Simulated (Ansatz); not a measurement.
# AlBrH3N: one species, many methods

An exercise on one series of results from a longer session: the logs are not shown, and one member is left open.

Method: functionals in def2-TZVPP, the program's frozen cores in correlated methods; program: Ansatz 0.2.0, Gaussian basis.

Levels to be run: LDA (SPW92), PBE-D4, revPBE-D4, BLYP-D4, r2SCAN-D4, B97M-V, PBE0-D4, B3LYP-D4, r2SCANh-D4, r2SCAN0-D4, HSE06-D4, BHLYP-D4, CAM-B3LYP-D4, LC-ωPBE, ωB97X-V, ωB97M-V, B2PLYP, PBE-QIDH; CCSD(T)/def2-SVP; CCSD(T)/def2-TZVPP; MP2/def2-QZVPP; extrapolation to the limit; RPA on PBE.

### The geometry

An earlier PBE0-D4 in a triple-zeta def2 set relaxation fixed the geometry.

6 atoms, charge 0, spin multiplicity 1.

Atoms are counted from 1 here; the program's logs count them from 0.

Bond lengths: N1–Al2 1.756 Å, N1–H4 1.007 Å, N1–H5 1.007 Å, Al2–Br3 2.258 Å, Al2–H6 1.571 Å. Angles: Al2–N1–H4 124.3°, Al2–N1–H5 124.9°, H4–N1–H5 110.7°, N1–Al2–Br3 117.4°, N1–Al2–H6 121.8°, Br3–Al2–H6 120.8°.

The first run:

Input file in.yaml:

```yaml
crystal:
  periodic: [false, false, false]
  atoms:
    - {symbol: N, position_ang: [-0.538598, 0.312041, -0.786977]}
    - {symbol: Al, position_ang: [0.365172, -0.087983, 0.664593]}
    - {symbol: Br, position_ang: [1.476993, -2.053217, 0.688523]}
    - {symbol: H, position_ang: [-1.070311, 1.158633, -0.909725]}
    - {symbol: H, position_ang: [-0.597928, -0.268198, -1.607785]}
    - {symbol: H, position_ang: [0.406770, 0.874724, 1.905171]}
basis:
  gaussian: {orbitals: def2-TZVPP}
hamiltonian: {xc: lda}
output: {orbitals: {seedname: orbitals}}
```

Steps of the session up to this table: LDA; PBE-D4 (GGA); revPBE-D4 (GGA); BLYP-D4 (GGA); r2SCAN-D4 (meta-GGA); B97M-V (meta-GGA); PBE0-D4 (hybrid); B3LYP-D4 (hybrid); r2SCANh-D4 (hybrid); r2SCAN0-D4 (hybrid); HSE06-D4 (hybrid); BHLYP-D4 (hybrid); CAM-B3LYP-D4 (range-separated); LC-ωPBE-D4 (range-separated; the results give it without D4); ωB97X-V (range-separated); ωB97M-V (range-separated); B2PLYP (double hybrid); PBE-QIDH (double hybrid).

One table of the session follows, with a row left open; its other results are not shown here.

It belongs to the step «Frontier levels by functional». 

```
  functional  HOMO (eV)  gap (eV)
 LDA (SPW92)      -6.62      5.03
      PBE-D4      -6.43      5.08
   revPBE-D4      -6.36      5.12
     BLYP-D4      -6.28      5.06
   r2SCAN-D4      -6.72      5.72
      B97M-V      -6.76      5.60
     PBE0-D4      -7.80      7.20
    B3LYP-D4      -7.54      6.75
  r2SCANh-D4      -7.24      6.48
  r2SCAN0-D4      -8.01      7.62
    HSE06-D4      -7.39      6.43
    BHLYP-D4      -9.07      9.24
CAM-B3LYP-D4      -9.23      9.56
     LC-ωPBE          ?         ?
     ωB97X-V     -10.27     11.57
     ωB97M-V     -10.16     11.19
```

**Question.** Estimate the row for LC-ωPBE.

As computed: HOMO (eV): -10.68; gap (eV): 12.08. In the column «HOMO (eV)» it is the lowest.
